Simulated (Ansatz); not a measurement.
# Tl3BiO4: the cost of one run

Program: Ansatz 0.2.0. Level of theory: DFT PBE, scalar-relativistic, plane waves, PAW. These are calculated values, not measurements.

2 further runs of the same task are left out: 1 that didn't finish, 1 set aside as unsound or not needed.

## 1. The system as given

It takes space group Pm-3m (No. 221, cubic). The conventional cell has a = 5.123 Å, b = 5.123 Å, c = 5.123 Å, α = 90.00°, β = 90.00°, γ = 90.00°. Around Tl (site symmetry 4/mmm) lie 6 O at 2.56 Å. Around Bi (site symmetry m-3m) lie 6 O at 2.56 Å. Around O (site symmetry m-3m) lie 6 Tl at 2.56 Å. Around O (site symmetry 4/mmm) lie 4 Tl at 2.56 Å and 2 Bi at 2.56 Å.

Coordinates:

```cif
data_structure
_symmetry_space_group_name_H-M 'P 1'
_symmetry_Int_Tables_number 1
_cell_length_a 5.1231
_cell_length_b 5.1231
_cell_length_c 5.1231
_cell_angle_alpha 90.000
_cell_angle_beta 90.000
_cell_angle_gamma 90.000
_cell_volume 134.47
loop_
_atom_site_label
_atom_site_type_symbol
_atom_site_fract_x
_atom_site_fract_y
_atom_site_fract_z
_atom_site_occupancy
Tl1 Tl 0.50000 0.50000 0.00000 1
Tl2 Tl 0.50000 0.00000 0.50000 1
Tl3 Tl 0.00000 0.50000 0.50000 1
Bi1 Bi 0.00000 0.00000 0.00000 1
O1 O 0.50000 0.50000 0.50000 1
O2 O 0.00000 0.00000 0.50000 1
O3 O 0.00000 0.50000 0.00000 1
O4 O 0.50000 0.00000 0.00000 1
```

Recipe of the guess: ordered mixture on the cation sites of rock salt (Pm-3m, No. 221). Lengths come from tabulated atomic sizes and are only a guess.

## 2. Probe: one point on a coarse mesh

The input, input.yaml:

```yaml
crystal:
  lattice:
    - [5.12314796, 0.0, 0.0]
    - [0.0, 5.12314796, 0.0]
    - [0.0, 0.0, 5.12314796]
  atoms:
    - { symbol: Tl, position: [0.5, 0.5, 0.0] }
    - { symbol: Tl, position: [0.5, 0.0, 0.5] }
    - { symbol: Tl, position: [0.0, 0.5, 0.5] }
    - { symbol: Bi, position: [0.0, 0.0, 0.0] }
    - { symbol: O, position: [0.5, 0.5, 0.5] }
    - { symbol: O, position: [0.0, 0.0, 0.5] }
    - { symbol: O, position: [0.0, 0.5, 0.0] }
    - { symbol: O, position: [0.5, 0.0, 0.0] }
basis:
  ecutwfc: 420
kpoints:
  mp_grid: { grid: [4, 4, 4] }
hamiltonian:
  xc: pbe
scf:
  occupations: { method: gaussian, width: 0.1 }
  lower_state_search: "off"
output:
  forces: true
  stress: true
  eigenvalues: true
```

The run is started by

```sh
ansatz run input.yaml --threads 1 --pin off --max-ram 2048MiB --backend cpu --events-out ev --progress --plain --runs-dir out
```

Q: Estimate wall time and peak memory on 1 thread of Intel Xeon Platinum 8259CL at 2.50GHz (Skylake/Cascade Lake), shared host.

About 3.8 s, with a peak of 0.46 GiB.
